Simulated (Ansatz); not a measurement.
# C2H12AlNOSi: small, medium and large basis sets

How large a basis does C2H12AlNOSi need? Two functionals are run in growing sets.

Computed with Ansatz 0.2.0, Gaussian basis. Level: one geometry, several basis sets.

Plan: PBE0-D4/def2-SVP; ωB97M-V/def2-SVP; PBE0-D4/def2-QZVPP; ωB97M-V/def2-QZVPP; the functionals' def2-TZVPP values are taken from earlier runs.

1 further run of the same task is left out (it didn't finish). Runs told in other sessions of the task aren't counted.

## (1) The relaxed structure

An earlier PBE0-D4 in a triple-zeta def2 set relaxation fixed the geometry.

SMILES `[CH3][Al-]([CH3])([OH])[NH2+][SiH3]`, 18 atoms, charge 0, spin multiplicity 1.

Atoms are counted from 1 here; the program's logs count them from 0.

Bond lengths: C1–Al2 1.973 Å, C1–H7 1.095 Å, C1–H8 1.097 Å, C1–H9 1.096 Å, Al2–C3 1.971 Å, Al2–O4 1.745 Å, Al2–N5 2.068 Å, C3–H10 1.096 Å, C3–H11 1.097 Å, C3–H12 1.096 Å, O4–H13 0.954 Å, N5–Si6 1.778 Å, N5–H14 1.016 Å, N5–H15 1.020 Å, Si6–H16 1.479 Å, Si6–H17 1.486 Å, Si6–H18 1.477 Å. Angles: Al2–C1–H7 114.1°, Al2–C1–H8 109.3°, Al2–C1–H9 113.1°, H7–C1–H8 106.3°, H7–C1–H9 107.6°, H8–C1–H9 105.9°, C1–Al2–C3 117.4°, C1–Al2–O4 117.2°, C1–Al2–N5 107.0°, C3–Al2–O4 117.5°, C3–Al2–N5 102.4°, O4–Al2–N5 88.5°, Al2–C3–H10 112.8°, Al2–C3–H11 112.5°, Al2–C3–H12 111.2°, H10–C3–H11 107.5°, H10–C3–H12 106.3°, H11–C3–H12 106.1° and more.

As a file:

```xyz
18

C    -1.5648   -0.3124   -1.1228
Al   -0.6647    0.2644    0.5356
C    -0.7225   -0.9655    2.0748
O    -0.6312    1.9764    0.8718
N     1.3586    0.3630    0.1206
Si    1.8689    0.0648   -1.5566
H    -1.4037    0.3562   -1.9747
H    -2.6484   -0.3420   -0.9556
H    -1.2814   -1.3236   -1.4358
H    -0.0924   -0.6326    2.9073
H    -0.4097   -1.9825    1.8101
H    -1.7391   -1.0544    2.4741
H    -1.4047    2.5155    1.0153
H     1.8454   -0.2178    0.7966
H     1.4776    1.3352    0.4071
H     1.5151   -1.3343   -1.8785
H     3.3378    0.2507   -1.6795
H     1.1591    1.0388   -2.4097
```

## (2) PBE0-D4 in def2-SVP

File in.yaml:

```yaml
crystal:
  periodic: [false, false, false]
  atoms:
    - {symbol: C, position_ang: [-1.564796, -0.312367, -1.122810]}
    - {symbol: Al, position_ang: [-0.664671, 0.264377, 0.535622]}
    - {symbol: C, position_ang: [-0.722502, -0.965455, 2.074762]}
    - {symbol: O, position_ang: [-0.631224, 1.976365, 0.871795]}
    - {symbol: N, position_ang: [1.358630, 0.363049, 0.120574]}
    - {symbol: Si, position_ang: [1.868883, 0.064753, -1.556636]}
    - {symbol: H, position_ang: [-1.403744, 0.356201, -1.974675]}
    - {symbol: H, position_ang: [-2.648363, -0.342034, -0.955617]}
    - {symbol: H, position_ang: [-1.281382, -1.323589, -1.435848]}
    - {symbol: H, position_ang: [-0.092416, -0.632596, 2.907342]}
    - {symbol: H, position_ang: [-0.409650, -1.982528, 1.810077]}
    - {symbol: H, position_ang: [-1.739099, -1.054393, 2.474073]}
    - {symbol: H, position_ang: [-1.404682, 2.515474, 1.015290]}
    - {symbol: H, position_ang: [1.845399, -0.217754, 0.796631]}
    - {symbol: H, position_ang: [1.477587, 1.335249, 0.407097]}
    - {symbol: H, position_ang: [1.515119, -1.334260, -1.878494]}
    - {symbol: H, position_ang: [3.337808, 0.250698, -1.679530]}
    - {symbol: H, position_ang: [1.159111, 1.038800, -2.409653]}
basis:
  gaussian: {orbitals: def2-SVP}
hamiltonian: {xc: pbe0, dispersion: d4}
output: {orbitals: {seedname: orbitals}}
```

Started as:

```bash
ansatz run in.yaml --threads 4 --pin off --events-out ev --progress --plain --max-ram 11315MiB
```

Further steps of the session: ωB97M-V in def2-SVP; PBE0-D4 in def2-QZVPP; ωB97M-V in def2-QZVPP.

Q: Predict the results of all the runs planned. Wanted: PBE0-D4: double and triple zeta above quadruple; ωB97M-V: double and triple zeta above quadruple.

The runs gave:

| quantity | value |
| --- | --- |
| PBE0-D4: double and triple zeta above quadruple | 12.83, 0.84 eV |
| ωB97M-V: double and triple zeta above quadruple | 13.10, 0.79 eV |

What this shows: For PBE0-D4 the step from double to triple zeta gains 12.00 eV and the next only 0.84 eV. These are total energies; as a rule much of such shifts cancels in differences, which this series doesn't test. The LUMO of ωB97M-V is positive and keeps falling with the basis (1.85 to 0.75 eV): an unbound level that the basis holds in place.
